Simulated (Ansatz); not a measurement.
# BH5SeSi: the cost of one run

Program: the Python package of Ansatz 0.2.0. Level of theory: PBE/def2-SVP. These are calculated values, not measurements.

## Step 1: The system

Bond lengths: B1–Si2 1.891 Å, Si2–Se3 2.265 Å, B1–H4 1.125 Å, B1–H5 1.242 Å, Si2–H6 1.479 Å, Si2–H7 1.493 Å, Se3–H8 1.476 Å. Angles: B1–Si2–Se3 107.4°, B1–Si2–H6 110.6°, B1–Si2–H7 110.4°, Se3–Si2–H6 110.3°, Se3–Si2–H7 109.5°, H6–Si2–H7 108.6°, Si2–B1–H4 122.1°, Si2–B1–H5 119.9°, H4–B1–H5 118.0°, Si2–Se3–H8 91.3°.

Input file bh5sesi.xyz:

```xyz
8

B    -0.93870    0.29220   -0.86520
Si    0.62180    0.40520    0.19730
Se    1.23730   -1.70960    0.72640
H    -1.39820   -0.69500   -1.14880
H    -1.48230    1.32990   -1.27880
H     0.35980    1.18500    1.42650
H     1.72200    1.06840   -0.56250
H    -0.02970   -1.93320    1.44940
```

## Step 2: The code

field.py

```python
"""Response of BH5SeSi to a pair of distant point charges."""

import ansatz as az
import numpy as np

molecule = az.Crystal.molecule_from_extxyz("bh5sesi.xyz")

base = (
    molecule.calculation()
    .basis(gaussian="def2-SVP")
    .functional("pbe")
    .scf(lower_state_search="standard")
    .forces()  # eV per angstrom
)
# charges +q and -q at -R and +R make a nearly even field 2 k q / R^2 at the centre
centre = np.mean([site.position_ang for site in molecule.cartesian_sites], axis=0)
field = 2 * 14.399645 * 2.0 / 30.0 ** 2


def dipole(axis, sign):
    arm = 30.0 * np.eye(3)[axis]
    pair = [{"charge": sign * 2.0, "position_ang": (centre - arm).tolist()}, {"charge": -sign * 2.0, "position_ang": (centre + arm).tolist()}]
    deck = base.input().set(az.key.basis.gaussian.point_charges, pair)
    return np.array(az.Session.from_dict(deck).plan().execute().report["charge_distribution"]["dipole_moment_e_ang"])


print(f"field {field:.4f} V/A")
alpha = np.array([(dipole(axis, 1) - dipole(axis, -1)) / (2 * field) * 14.399645 for axis in range(3)])
print("polarisability tensor (A^3)")
print(np.array2string(alpha, precision=3, suppress_small=True))
print(f"mean {np.trace(alpha) / 3:.3f} A^3 = {np.trace(alpha) / 3 / 0.14818471:.2f} bohr^3")
```

## Step 3: Running it

Run with:

```
> python field.py
```

**Question.** How long does this script take on 1 thread of Intel Xeon Platinum 8375C at 2.90GHz (Ice Lake), shared host, and how much memory does it need?

About 12 s, with a peak of 0.2 GiB.
